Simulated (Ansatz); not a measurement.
## TiB₂, space group P6/mmm: a comparison of functionals at one structure, step by step

Program: Ansatz's Python interface.

Input file `tib2.cif`:
```cif
data_TiB2
_cell_length_a 3.029200
_cell_length_b 3.029200
_cell_length_c 3.228400
_cell_angle_alpha 90.00000
_cell_angle_beta 90.00000
_cell_angle_gamma 120.00000
_symmetry_space_group_name_H-M 'P 1'
_symmetry_Int_Tables_number 1
loop_
_symmetry_equiv_pos_as_xyz
'x, y, z'
loop_
_atom_site_label
_atom_site_type_symbol
_atom_site_fract_x
_atom_site_fract_y
_atom_site_fract_z
Ti1 Ti    0.000000    0.000000    0.000000
B2 B    0.333333    0.666667    0.500000
B3 B    0.666667    0.333333    0.500000
```

Run as a notebook:

In [1]:
```python
import ansatz as az
from ase.io import read
import pandas as pd
```

In [2]:
```python
params = {
    "cutoff": 550,
    "kmesh": (11, 11, 9),
    "filling": "cold",
    "width_ev": 0.1,
}
```

In [3]:
```python
atoms = read("tib2.cif")
tib2 = az.Crystal.from_ase(atoms)
```

In [4]:
```python
tib2.resolved().sites[-1]
```
Out [4]:
```text
Site(symbol='B', position=(0.6666670000000001, 0.333333, 0.5), moment=None, axis=None, held=None, saved=None)
```

In [5]:
```python
job = (
    tib2.calculation()
    .basis(params["cutoff"])
    .kpoints(*params["kmesh"])
    .occupations(params["filling"], width=params["width_ev"])
)
```

In [6]:
```python
rows = []
for value in ["pbe", "revpbe", "pbesol"]:
    data = job.functional(value).run().report
    rows.append((value, data["free_energy_ev"] / len(data["lattice"]["sites"]), data["n_iterations"], data["n_kpoints"]))
```
```text
DeckWarning: the atoms were moved onto the symmetric positions of the space group found under crystal.symmetry.tolerance 1.0e-5 (fractional; no operation is sought that the atoms, as they stand in a round, miss by more than twice it, and no atom is moved by as much as it), and the run uses the moved positions. Before [...]
```

In [7]:
```python
table = pd.DataFrame(rows, columns=["functional", "F/atom (eV)", "iterations", "k-points"])
table.round(5)
```
Out [7]:
```text
  functional  F/atom (eV)  iterations  k-points
0        pbe   -938.23278           5        80
1     revpbe   -939.78216           5        80
2     pbesol   -927.53869           5        80
```

Notes:
- For a metal this k-point mesh is coarse: on a finer one energies can move by several to tens of meV an atom and pressures by half a GPa or more, differences at one mesh by less.
- The starting cell is as deposited in a crystallographic database; the results hold for this polymorph, which needn't be the stable one.
- Warnings are shown shortened and without file and line.
- Total energies of different functionals can't be compared; pressures, moments and gaps at this one structure can.
- Finished in 6.3 s on 1 thread of Arm Neoverse V1, with other jobs on the host, peak memory 0.46 GiB.
